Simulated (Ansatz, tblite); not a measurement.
**[NbO2F2]-: one state, many levels**

One table from this session's results is given with a row withheld; the runs are named, their logs left out.

Method: as each input shows; program: Ansatz 0.2.0, Gaussian basis.

The runs, in order: GFN1-xTB, GFN2-xTB, PBE-D4/def2-TZVPD, r2SCAN-D4/def2-TZVPD, revPBE-D4/def2-TZVPD, r2SCAN0-D4/def2-TZVPD, B3LYP-D4/def2-TZVPD, r2SCANh-D4/def2-TZVPD, ωB97X-V/def2-TZVPD, LC-ωPBE/def2-TZVPD, PBE-QIDH/def2-TZVPD, PBE-D4/def2-SVPD, PBE0-D4/def2-SVPD, CCSD(T)/def2-TZVPD, RPA/def2-TZVPD.

### The relaxed structure

The singlet was relaxed beforehand with PBE-D4/def2-SVPD.

5 atoms, charge -1, spin multiplicity 1.

Bond lengths: Nb1–O2 1.765 Å, Nb1–O3 1.765 Å, Nb1–F4 1.962 Å, Nb1–F5 1.962 Å. Angles: O2–Nb1–O3 108.0°, O2–Nb1–F4 109.9°, O2–Nb1–F5 109.9°, O3–Nb1–F4 109.9°, O3–Nb1–F5 109.9°, F4–Nb1–F5 109.1°.

Formally the metal is d0. Nb takes a core potential in the def2 sets. No spin-orbit coupling is included. The ion is computed in the gas phase, without counter-ions or solvent.

PBE0-D4/def2-TZVPD was run before; its log isn't repeated, and its numbers join the tables.

Set-up of the first run:

Tight binding, by tblite at 300 K electronic temperature and without a spin-polarisation term:

```python
tblite.interface.Calculator('GFN1-xTB', numbers, positions, charge=-1, uhf=0).singlepoint()
```

Tight binding, by tblite at 300 K electronic temperature and without a spin-polarisation term:

```python
tblite.interface.Calculator('GFN2-xTB', numbers, positions, charge=-1, uhf=0).singlepoint()
```

start.molden holds the orbitals of an earlier run on this state, given as this run's starting guess.

Input file in.yaml:

```yaml
crystal:
  periodic: [false, false, false]
  atoms:
    - {symbol: Nb, position_ang: [0.032747, 0.000033, 0.022866]}
    - {symbol: O, position_ang: [0.065408, -0.016570, 1.787228]}
    - {symbol: O, position_ang: [1.700734, 0.008638, -0.553399]}
    - {symbol: F, position_ang: [-0.902997, 1.602496, -0.613605]}
    - {symbol: F, position_ang: [-0.895892, -1.594597, -0.643101]}
basis:
  gaussian: {orbitals: def2-TZVPD, initial_orbitals: start.molden}
total_charge: -1
hamiltonian: {xc: pbe, dispersion: d4}
scf: {omitted_lower_state_checks: [starts]}
output: {orbitals: {seedname: orbitals}}
```

Started as:

```
ansatz run in.yaml --threads 4 --pin off --events-out ev --progress --plain --max-ram 3916MiB
```

Steps of the session up to this table: PBE-D4/def2-TZVPD; r2SCAN-D4/def2-TZVPD; revPBE-D4/def2-TZVPD; r2SCAN0-D4/def2-TZVPD; B3LYP-D4/def2-TZVPD; r2SCANh-D4/def2-TZVPD; ωB97X-V/def2-TZVPD; LC-ωPBE/def2-TZVPD; PBE-QIDH/def2-TZVPD; PBE-D4/def2-SVPD; PBE0-D4/def2-SVPD; CCSD(T)/def2-TZVPD; RPA/def2-TZVPD.

One table of the session follows, with a row left open; its other results are not shown here.

It belongs to the step «Levels side by side». 

```
                level  HOMO (eV)  LUMO (eV)  gap (eV)
     PBE-D4/def2-SVPD      -1.57       2.92      4.49
    PBE-D4/def2-TZVPD      -1.47       3.00      4.47
 revPBE-D4/def2-TZVPD      -1.38       3.03      4.41
 r2SCAN-D4/def2-TZVPD      -1.77       3.19      4.96
r2SCANh-D4/def2-TZVPD      -2.36       3.49      5.85
  B3LYP-D4/def2-TZVPD      -2.79       3.33      6.13
    PBE0-D4/def2-SVPD      -3.13       3.68      6.81
   PBE0-D4/def2-TZVPD      -3.02       3.59      6.60
r2SCAN0-D4/def2-TZVPD      -3.25       3.90      7.15
   LC-ωPBE/def2-TZVPD          ?          ?         ?
   ωB97X-V/def2-TZVPD      -5.43       4.76     10.19
```

Q: Estimate the row for LC-ωPBE/def2-TZVPD from the others.

The run gave: HOMO (eV): -5.75; LUMO (eV): 4.78; gap (eV): 10.53. In the column «HOMO (eV)» it is the lowest.
